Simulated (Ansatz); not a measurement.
# FH3NOSTa: up Jacob's ladder to CCSD(T)

One table from this session's results is given with a row withheld; the runs are named, their logs left out.

Method: functionals in def2-TZVPP, the program's frozen cores in correlated methods; program: Ansatz 0.2.0, Gaussian basis.

Levels to be run: LDA (SPW92), PBE-D4, revPBE-D4, BLYP-D4, r2SCAN-D4, B97M-V, PBE0-D4, B3LYP-D4, r2SCANh-D4, r2SCAN0-D4, HSE06-D4, BHLYP-D4, CAM-B3LYP-D4, LC-ωPBE, ωB97X-V, ωB97M-V, B2PLYP, PBE-QIDH; CCSD(T)/def2-SVP; CCSD(T)/def2-TZVPP; MP2/def2-QZVPP; extrapolation to the limit; RPA on PBE.

### The relaxed structure

An earlier PBE0-D4 in a triple-zeta def2 set relaxation fixed the geometry. Ta takes the def2 core potential; no spin-orbit term is included.

SMILES `[NH2][Ta]([OH])([F])=[S]`, 8 atoms, charge 0, spin multiplicity 1.

Atoms are counted from 1 here; the program's logs count them from 0.

Bond lengths: N1–Ta2 1.959 Å, N1–H6 1.011 Å, N1–H7 1.008 Å, Ta2–O3 1.889 Å, Ta2–F4 1.879 Å, Ta2–S5 2.163 Å, O3–H8 0.958 Å. Angles: Ta2–N1–H6 123.5°, Ta2–N1–H7 125.7°, H6–N1–H7 110.8°, N1–Ta2–O3 109.0°, N1–Ta2–F4 110.0°, N1–Ta2–S5 106.3°, O3–Ta2–F4 108.0°, O3–Ta2–S5 112.0°, F4–Ta2–S5 111.5°, Ta2–O3–H8 132.4°.

The first run:

in.yaml

```yaml
crystal:
  periodic: [false, false, false]
  atoms:
    - {symbol: N, position_ang: [-0.376331, 1.304222, 0.572473]}
    - {symbol: Ta, position_ang: [0.270605, -0.206188, -0.494542]}
    - {symbol: O, position_ang: [-0.619916, -1.777028, 0.059089]}
    - {symbol: F, position_ang: [-0.121751, 0.075046, -2.310868]}
    - {symbol: S, position_ang: [2.402877, -0.320664, -0.151607]}
    - {symbol: H, position_ang: [-1.356535, 1.503587, 0.719537]}
    - {symbol: H, position_ang: [0.201605, 1.951336, 1.086560]}
    - {symbol: H, position_ang: [-0.308355, -2.587510, 0.463559]}
basis:
  gaussian: {orbitals: def2-TZVPP}
hamiltonian: {xc: lda}
output: {orbitals: {seedname: orbitals}}
```

The run is started by

```
$ ansatz run in.yaml --threads 4 --pin off --events-out ev --progress --plain --max-ram 10444MiB
```

Steps of the session up to this table: LDA; PBE-D4 (GGA); revPBE-D4 (GGA); BLYP-D4 (GGA); r2SCAN-D4 (meta-GGA); B97M-V (meta-GGA); PBE0-D4 (hybrid); B3LYP-D4 (hybrid); r2SCANh-D4 (hybrid); r2SCAN0-D4 (hybrid); HSE06-D4 (hybrid); BHLYP-D4 (hybrid); CAM-B3LYP-D4 (range-separated); LC-ωPBE (range-separated); ωB97X-V (range-separated); ωB97M-V (range-separated); B2PLYP (double hybrid); PBE-QIDH (double hybrid).

One table of the session follows, with a row left open; its other results are not shown here.

It belongs to the step «Frontier levels by functional». 

| functional | HOMO (eV) | LUMO (eV) | gap (eV) |
| --- | --- | --- | --- |
| LDA (SPW92) | -6.55 | -2.43 | 4.12 |
| PBE-D4 | -6.37 | -2.22 | 4.16 |
| revPBE-D4 | -6.30 | -2.14 | 4.17 |
| BLYP-D4 | -6.19 | -2.08 | 4.11 |
| r2SCAN-D4 | -6.66 | -2.08 | 4.57 |
| B97M-V | -6.66 | -1.99 | 4.67 |
| PBE0-D4 | -7.56 | -1.42 | 6.14 |
| B3LYP-D4 | -7.31 | -1.62 | 5.69 |
| r2SCANh-D4 | ? | ? | ? |
| r2SCAN0-D4 | -7.75 | -1.34 | 6.42 |
| HSE06-D4 | -7.16 | -1.80 | 5.36 |
| BHLYP-D4 | -8.57 | -0.46 | 8.10 |
| CAM-B3LYP-D4 | -8.81 | -0.32 | 8.50 |
| LC-ωPBE | -10.15 | 0.80 | 10.95 |
| ωB97X-V | -9.81 | 0.73 | 10.54 |
| ωB97M-V | -9.67 | 0.67 | 10.34 |

Estimate the missing values for r2SCANh-D4.

Worked estimate for «HOMO (eV)». Against the share of exact exchange, r2SCAN-D4 (0, -6.66), r2SCAN0-D4 (0.25, -7.75) give a slope of -4.36 per unit share; at 0.1 the line stands at -7.10.

As computed: HOMO (eV): -7.10; LUMO (eV): -1.79; gap (eV): 5.31. In «HOMO (eV)» the line misses by 0.00.
